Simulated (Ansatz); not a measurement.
The system is NaLaMnMoO6.

```
Na La Mn Mo O
1.0
     0.00000    3.86259    3.86259
     3.86259    0.00000    3.86259
     3.86259    3.86259    0.00000
Na La Mn Mo O
1 1 1 1 6
Direct
  0.25000 0.25000 0.25000
  0.75000 0.75000 0.75000
  0.50000 0.50000 0.50000
  0.00000 0.00000 0.00000
  0.74662 0.25338 0.25338
  0.25338 0.25338 0.74662
  0.25338 0.74662 0.25338
  0.74662 0.25338 0.74662
  0.74662 0.74662 0.25338
  0.25338 0.74662 0.74662
```

The cell was built by a generator and needn't be a form met in nature.

Base run:

```yaml
Program: Ansatz 0.2.0
Functional: PBE
Potentials_or_basis: Ansatz PAW
Cutoff: 420 eV
Density_cutoff: 1680 eV
k_mesh: 6 × 6 × 6
Occupations: fermi-dirac, width 0.05 eV
Spin: collinear spin, ferromagnetic start
Starting_moments: "[0.0, 0.0, 4.0, 1.0, 0.0, 0.0, 0.0, 0.0, 0.0, 0.0] μB"
```

Its results: band gap on the k mesh none (metal or under the smearing width); pressure 0.0 GPa; net moment 1.16 μB per cell; site moments Na +0.00; La -0.03; Mn +1.76; Mo -0.49; O +0.01 μB.

**Question.** The run is repeated on the same cell with these changes: functional from PBE to PBEsol. What comes out?

**Answer.** Band gap on the k mesh none (metal or under the smearing width); pressure -6.8 GPa; net moment 1.18 μB per cell; site moments Na +0.00; La -0.03; Mn +1.72; Mo -0.45; O +0.01 μB.

PBEsol binds more tightly than PBE, so the same cell stands under less pressure.

Caveats: a cell with one magnetic atom can't hold antiferromagnetic order, which such compounds often take; semilocal functionals often make such compounds metallic where correlation or magnetic order opens a gap, which also shifts bond lengths; the PAW data sets come from PBE, with cores solved anew for the run's functional, which leaves a small shift of forces and pressure (some runs).

Not every run made on this cell is shown here.
